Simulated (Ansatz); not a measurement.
# SiGeH₄+ (doublet): wave-function methods side by side, cc-pVTZ

The task here is to estimate one member of a computed series from the others.

The runs use Ansatz 0.2.0, Gaussian basis; cc-pVTZ, core rule «outside noble gas», up to 19 orbitals frozen.

To be run: UHF; CCSD(T) on ROHF; CCSD(T) on UHF; BCCD(T) on ROHF; CCSDT(Q) on ROHF; CCSDT(Q) on UHF.

4 further runs of the same task are left out: 4 set aside as unsound or not needed.

## What is computed

The geometry is a PBE0/def2-TZVP stationary point (not a proven minimum) of the parent state, kept for this charge and spin. No spin-orbit coupling is included. The filled d shell of Ge may be among the frozen orbitals whatever the setting's name suggests; the logs give the count.

6 atoms, charge 1, spin multiplicity 2.

Atoms are counted from 1 here; the program's logs count them from 0.

Bond lengths: Si1–Ge2 2.457 Å, Si1–H3 1.489 Å, Si1–H4 1.494 Å, Si1–H5 1.494 Å, Ge2–H6 1.593 Å. Angles: Ge2–Si1–H3 118.9°, Ge2–Si1–H4 107.4°, Ge2–Si1–H5 107.4°, H3–Si1–H4 107.9°, H3–Si1–H5 107.9°, H4–Si1–H5 106.6°, Si1–Ge2–H6 92.7°.

The first run:

Contents of in.yaml:

```yaml
crystal:
  periodic: [false, false, false]
  atoms:
    - {symbol: Si, position_ang: [0.000000, 0.027795, 1.712649]}
    - {symbol: Ge, position_ang: [0.000000, -0.030704, -0.744071]}
    - {symbol: H, position_ang: [0.000000, 1.348061, 2.400385]}
    - {symbol: H, position_ang: [1.197551, -0.733921, 2.178541]}
    - {symbol: H, position_ang: [-1.197551, -0.733921, 2.178541]}
    - {symbol: H, position_ang: [0.000000, 1.558094, -0.855589]}
basis:
  gaussian: {orbitals: cc-pVTZ}
total_charge: 1
magnetization: {spin_polarized: true, initial_magnetization: 1}
hamiltonian: {xc: hf}
output: {orbitals: {seedname: orbitals}}
```

Run with:

```bash
ansatz run in.yaml --threads 1 --pin off --events-out ev --progress --plain --max-ram 4096MiB --backend cpu
```

Steps of the session up to this table: UHF; CCSD(T) on ROHF; CCSD(T) on UHF; BCCD(T) on ROHF; CCSDT(Q) on ROHF; CCSDT(Q) on UHF.

One table of the session follows, with a row left open; its other results are not shown here.

It belongs to the step «Misses and costs». 

| method | from UCCSDT(Q) (kJ/mol) |
| --- | --- |
| ROHF | +657.2 |
| UHF | +644.2 |
| RMP2 | +136.0 |
| UMP2 | +136.9 |
| RCCSD | +24.9 |
| UCCSD | +23.8 |
| RCCSD(T) | +5.0 |
| UCCSD(T) | +4.6 |
| BCCD(T) | +4.9 |
| RCCSDT | +1.3 |
| UCCSDT | +0.8 |
| RCCSDT(Q) | ? |
| UCCSDT(Q) | 0 |

**Question.** Estimate the row for RCCSDT(Q).

The run gave: from UCCSDT(Q) (kJ/mol): +0.5. In the column «from UCCSDT(Q) (kJ/mol)» it lies between UCCSDT(Q) (0) and UCCSDT (+0.8).

To keep in mind: Restricted and unrestricted rows rest on different reference determinants; where their highest levels disagree by more than a few hundredths of an eV, they describe different states and don't form one ladder.
